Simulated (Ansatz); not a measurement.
# Cl4Si: the cost of one run

Method: RKS r2SCAN-D4/6-31G, in Ansatz 0.2.0.

## Step 1: The starting structure

Bond lengths: Si1–Cl2 2.130 Å, Si1–Cl3 2.130 Å, Si1–Cl4 2.128 Å, Si1–Cl5 2.128 Å. Angles: Cl2–Si1–Cl3 109.4°, Cl2–Si1–Cl4 109.5°, Cl2–Si1–Cl5 109.5°, Cl3–Si1–Cl4 109.5°, Cl3–Si1–Cl5 109.5°, Cl4–Si1–Cl5 109.5°.

As a file:

```xyz
5

Si    0.0000    0.0000    0.0000
Cl    0.0000    0.0000    2.1300
Cl    2.0086    0.0000   -0.7093
Cl   -1.0032    1.7381   -0.7093
Cl   -1.0032   -1.7381   -0.7093
```

## Step 2: Preparing the start

input.yaml

```yaml
crystal:
  periodic: [false, false, false]
  atoms:
    - { symbol: Si, position_ang: [0.0, 0.0, 0.0] }
    - { symbol: Cl, position_ang: [0.0, 0.0, 2.13] }
    - { symbol: Cl, position_ang: [2.0086, 0.0, -0.7093] }
    - { symbol: Cl, position_ang: [-1.0032, 1.7381, -0.7093] }
    - { symbol: Cl, position_ang: [-1.0032, -1.7381, -0.7093] }
basis:
  gaussian: { orbitals: "6-31G" }
hamiltonian:
  xc: r2scan
  dispersion: d4
relax:
  f_tol: 0.02
  max_steps: 40
```

Launch:

```sh
$ ansatz run input.yaml --threads 1 --pin off --max-ram 2048MiB --backend cpu --events-out ev --progress --plain --runs-dir out
```

Q: Estimate wall time and peak memory on 1 thread of Arm Neoverse V2, shared host.

About 21 s, with a peak of 0.13 GiB.
